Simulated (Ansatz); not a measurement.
# KRh: convergence with LAPW's basis error target

Aim: hold KRh and all else fixed and vary LAPW's basis error target, to see how far energy and properties move.

Computed with Ansatz 0.2.0 (DFT, LDA, all-electron LAPW, scalar-relativistic, unless a step's input says otherwise).

1 further run of the same task is left out (set aside as unsound or not needed).

### Step 1. The starting structure

It takes space group P4/mmm (No. 123, tetragonal). The conventional cell has a = 2.697 Å, b = 2.697 Å, c = 5.172 Å, α = 90.00°, β = 90.00°, γ = 90.00°. K (site symmetry 4/mmm) is surrounded by 4 K at 2.70 Å. Rh (site symmetry 4/mmm) has 4 Rh at 2.70 Å as nearest neighbours.

As a file:

```cif
data_structure
_symmetry_space_group_name_H-M 'P4/mmm'
_symmetry_Int_Tables_number 123
_cell_length_a 2.6967
_cell_length_b 2.6967
_cell_length_c 5.1722
_cell_angle_alpha 90.000
_cell_angle_beta 90.000
_cell_angle_gamma 90.000
_cell_volume 37.61
loop_
_atom_site_label
_atom_site_type_symbol
_atom_site_symmetry_multiplicity
_atom_site_Wyckoff_symbol
_atom_site_fract_x
_atom_site_fract_y
_atom_site_fract_z
_atom_site_occupancy
K1 K 1 a 0.00000 0.00000 0.00000 1
Rh1 Rh 1 d 0.50000 0.50000 0.50000 1
```

The file gives the conventional cell by its symmetry; the runs use the cell typed in the input.

The structure (L10 type) was typed from a prototype and relaxed by PAW; whether it is the ground state wasn't tested.

Atoms are numbered in the order of the input: K1, Rh2.

### Step 2. With basis error target 0.03 eV/atom

File input.yaml:

```yaml
crystal:
  lattice:
    - [2.6966974211, 0.0, 0.0]
    - [0.0, 2.6966974211, 0.0]
    - [0.0, 0.0, 5.1721604098]
  atoms:
    - { symbol: K, position: [0.0, 0.0, 0.0] }
    - { symbol: Rh, position: [0.5, 0.5, 0.5] }
kpoints:
  mp_grid: { grid: [9, 9, 7] }
scf:
  occupations: { method: fermi_dirac, width: 0.05 }
hamiltonian:
  xc: lda
  pseudopotentials: { kind: all_electron, lapw: { basis_error: 0.03 } }
output:
  forces: true
  stress: true
  eigenvalues: true
```

Command:

```sh
ansatz run input.yaml --threads 1 --pin off --max-ram 2048MiB --backend cpu --events-out ev --progress --plain --runs-dir out
```

### Step 3. With basis error target 0.01 eV/atom

Changes to input.yaml since step 2:

```diff
@@ -14,3 +14,3 @@
   xc: lda
-  pseudopotentials: { kind: all_electron, lapw: { basis_error: 0.03 } }
+  pseudopotentials: { kind: all_electron, lapw: { basis_error: 0.01 } }
 output:
```

### Step 4. With basis error target 0.003 eV/atom

Changes to input.yaml since step 3:

```diff
@@ -14,3 +14,3 @@
   xc: lda
-  pseudopotentials: { kind: all_electron, lapw: { basis_error: 0.01 } }
+  pseudopotentials: { kind: all_electron, lapw: { basis_error: 0.003 } }
 output:
```

### Step 5. With basis error target 0.0001 eV/atom

Changes to input.yaml since step 4:

```diff
@@ -14,3 +14,3 @@
   xc: lda
-  pseudopotentials: { kind: all_electron, lapw: { basis_error: 0.003 } }
+  pseudopotentials: { kind: all_electron, lapw: { basis_error: 0.0001 } }
 output:
```

(Steps that only read results are left out.)

Before running it: what results should come out? Wanted: energy error of the loosest run; pressure, lowest to highest.

The runs gave:

| quantity | value |
| --- | --- |
| energy error of the loosest run (LAPW) | 4.1 meV/atom |
| within 1 meV/atom from | basis error target 0.003 |
| pressure, lowest to highest (LAPW) | 0.01 to 0.04 GPa |

**Reading.** At the loosest setting in the table the energy misses the tightest run by 4.1 meV/atom; from basis error target 0.003 on, all lie within 1 meV/atom of it. The energy falls at every step, as a growing basis should make it. The pressure spans 0.02 GPa (LAPW). The tightest run took 60 s against 14 s for the loosest.
